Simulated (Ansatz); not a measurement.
# Na4Li7S2Cl7: the cost of one run

Program: Ansatz 0.2.0. Level of theory: DFT PBE+D3(BJ), scalar-relativistic, plane waves, PAW. These are calculated values, not measurements.

### 1 Starting point

The cell holds 20 atoms (Cl7Li7Na4S2): a = 7.474 Å, b = 7.370 Å, c = 7.557 Å, α = 90.99°, β = 91.66°, γ = 89.35°.

It is the last frame of an earlier stage of the same melt, run at 1800 K.

As a file:

```xyz
20
Lattice="7.4729 0.0416 -0.1085 0.0416 7.3695 -0.0643 -0.1085 -0.0643 7.5562" Properties=species:S:1:pos:R:3 pbc="T T T"
Na    4.7868    4.2822    3.9862
Na    0.4633    6.8507    5.8732
Na    3.8747    5.9016    7.2827
Na    6.9184    0.1341    0.4447
S     3.8526    4.4298    1.6282
S     0.6400    2.2718    1.6677
Li    6.7846    1.3399    3.0180
Li    1.3699    4.8605    1.7932
Li    1.9485    1.7450    3.8662
Li    6.3138    3.3260    0.4894
Li    3.1164    1.6448    1.1396
Li    2.2922    3.2741    0.0338
Li    3.0961    0.2961    5.1466
Cl    6.5547    5.2782    6.9506
Cl    4.3947    1.4511    7.0291
Cl   -0.0516    1.8970    5.5195
Cl    4.3508    1.0766    3.5040
Cl    1.9046    7.0546    0.4055
Cl    2.1432    4.3037    5.0717
Cl    1.3562    6.6926    3.6945
```

### 2 A single point on the frame at 1800 K

The electrons keep the Fermi-Dirac width of that temperature.

File input.yaml:

```yaml
crystal:
  lattice:
    - [7.472868, 0.04157, -0.108487]
    - [0.04157, 7.36948, -0.064342]
    - [-0.108487, -0.064342, 7.556228]
  atoms:
    - { symbol: Na, position: [0.6451828743, 0.5821636338, 0.5417601066] }
    - { symbol: Na, position: [0.0681996324, 0.936087356, 0.7862098844] }
    - { symbol: Na, position: [0.5282224435, 0.806373833, 0.9782447872] }
    - { symbol: Na, position: [0.9267742899, 0.0136033321, 0.0722796859] }
    - { symbol: S, position: [0.5155125899, 0.6001897495, 0.2279878369] }
    - { symbol: S, position: [0.087184, 0.3097420702, 0.2245895707] }
    - { symbol: Li, position: [0.9129113432, 0.1802887302, 0.4140484183] }
    - { symbol: Li, position: [0.183211824, 0.660650979, 0.2455705051] }
    - { symbol: Li, position: [0.2669290043, 0.2398069236, 0.5175277201] }
    - { symbol: Li, position: [0.8435843911, 0.4472725992, 0.0806885919] }
    - { symbol: Li, position: [0.4180912734, 0.2222202628, 0.1587044733] }
    - { symbol: Li, position: [0.3044536931, 0.4426645017, 0.0126100052] }
    - { symbol: Li, position: [0.4240465606, 0.0437951454, 0.6875723013] }
    - { symbol: Cl, position: [0.8867621963, 0.7194175176, 0.9387127687] }
    - { symbol: Cl, position: [0.6006199659, 0.201735581, 0.9405831994] }
    - { symbol: Cl, position: [0.0022630821, 0.2637926694, 0.7327323818] }
    - { symbol: Cl, position: [0.5882747875, 0.1468991434, 0.4734176609] }
    - { symbol: Cl, position: [0.2504941906, 0.9564281602, 0.0654085993] }
    - { symbol: Cl, position: [0.2933968914, 0.5882709698, 0.6804163311] }
    - { symbol: Cl, position: [0.1836655241, 0.9114774621, 0.4993325779] }
basis:
  ecutwfc: 420
kpoints:
  mp_grid: { grid: [3, 3, 3] }
hamiltonian:
  xc: pbe
  dispersion: d3bj
scf:
  occupations: { method: fermi_dirac, width: 0.1551 }
output:
  forces: true
  stress: true
  eigenvalues: true
  populations: true
  write_density: true
  write_potential: true
  elf: true
  volumetric_format: npy
```

Command:

```console
> ansatz run input.yaml --threads 2 --pin off --max-ram 5120MiB --backend cpu --events-out ev --progress --plain --runs-dir out
```

**Question.** How long does this run take on 2 threads of Arm Neoverse V2, shared host, and how much memory does it need?

About 32 s, with a peak of 0.9 GiB.
